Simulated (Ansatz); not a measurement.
# C2H8AlB: the cost of one run

Program: Ansatz 0.2.0 through its Python package. The levels of theory stand in the script. These are calculated values, not measurements.

### Step 1. Starting point

Bond lengths: C1–C2 1.477 Å, C2–B3 1.576 Å, B3–Al4 2.033 Å, C1–H5 1.133 Å, C1–H6 1.180 Å, C1–H7 1.121 Å, C2–H8 1.066 Å, C2–H9 1.155 Å, B3–H10 1.228 Å, Al4–H11 1.668 Å, Al4–H12 1.557 Å. Angles (14 of 18 angles, heavy atoms first): C1–C2–B3 109.3°, C2–B3–Al4 124.9°, C1–C2–H8 111.7°, C1–C2–H9 110.1°, B3–C2–H8 108.7°, B3–C2–H9 110.0°, C2–C1–H5 113.6°, C2–C1–H6 109.5°, C2–C1–H7 113.8°, C2–B3–H10 118.3°, Al4–B3–H10 116.6°, B3–Al4–H11 116.2°, B3–Al4–H12 123.8°, H8–C2–H9 107.0°.

No structure file is read: the coordinates are typed or built in the script.

### Step 2. The script

run_methods.py

```python
from pathlib import Path

import ansatz as az
import numpy as np


def main() -> None:
    geometry_ang = [
        ("C", (-0.5636, 1.4063, -0.2716)),
        ("C", (-0.1652, 0.5886, 0.8924)),
        ("B", (0.8744, -0.5025, 0.4305)),
        ("Al", (0.4466, -2.0798, -0.7782)),
        ("H", (-1.1149, 0.8215, -1.0705)),
        ("H", (-1.3321, 2.233, 0.0728)),
        ("H", (0.2837, 1.9734, -0.7376)),
        ("H", (-1.0014, 0.0979, 1.3346)),
        ("H", (0.3031, 1.2606, 1.7074)),
        ("H", (2.0049, -0.468, 0.9088)),
        ("H", (-1.1288, -2.1896, -1.3157)),
        ("H", (1.4703, -3.1967, -1.1387)),
    ]
    molecule = az.Crystal.molecule()
    for symbol, xyz in geometry_ang:
        molecule = molecule.atom(symbol, xyz)

    base = molecule.calculation().basis(gaussian="def2-SVP")

    print("functional    E (Ha)        dipole (D)   HOMO (eV)  LUMO (eV)")
    for name in ["lc_wpbe", "lda", "revpbe", "r2scan0", "cam_b3lyp", "pbe"]:
        rep = base.functional(name).forces().orbitals().run(threads=1, backend="cpu", runs_dir="runs").report
        lines = Path(rep["orbitals_path"]).read_text().splitlines()
        field_of = lambda key: [line.split("=")[1].strip() for line in lines if line.startswith(key)]
        orbitals = [(27.211386 * float(e), s, float(n)) for e, s, n in zip(field_of("Ene="), field_of("Spin="), field_of("Occup="))]
        homo = max(e for e, _, n in orbitals if n > 0.5)
        lumo = min(e for e, _, n in orbitals if n < 0.5)
        dipole = 4.803205 * np.linalg.norm(rep["charge_distribution"]["dipole_moment_e_ang"])
        print(f"{name:10s} {rep['free_energy_ev'] / 27.211386246:14.6f} {dipole:9.3f} {homo:11.3f} {lumo:10.3f}")


if __name__ == "__main__":
    main()
```

### Step 3. What the engine is handed

The engine receives this input (first run):

```yaml
crystal:
  periodic: [false, false, false]
  atoms:
    - { symbol: C, position_ang: [-0.5636, 1.4063, -0.2716] }
    - { symbol: C, position_ang: [-0.1652, 0.5886, 0.8924] }
    - { symbol: B, position_ang: [0.8744, -0.5025, 0.4305] }
    - { symbol: Al, position_ang: [0.4466, -2.0798, -0.7782] }
    - { symbol: H, position_ang: [-1.1149, 0.8215, -1.0705] }
    - { symbol: H, position_ang: [-1.3321, 2.233, 0.0728] }
    - { symbol: H, position_ang: [0.2837, 1.9734, -0.7376] }
    - { symbol: H, position_ang: [-1.0014, 0.0979, 1.3346] }
    - { symbol: H, position_ang: [0.3031, 1.2606, 1.7074] }
    - { symbol: H, position_ang: [2.0049, -0.468, 0.9088] }
    - { symbol: H, position_ang: [-1.1288, -2.1896, -1.3157] }
    - { symbol: H, position_ang: [1.4703, -3.1967, -1.1387] }
basis:
  gaussian:
    orbitals: def2-SVP
hamiltonian:
  xc: lc_wpbe
output:
  orbitals: {}
  forces: true
```

### Step 4. Launch

Run with:

```bash
$ python run_methods.py
```

**Question.** How long does this script take on 1 thread of Arm Neoverse V1, shared host, and how much memory does it need?

About 26 s, with a peak of 0.3 GiB.
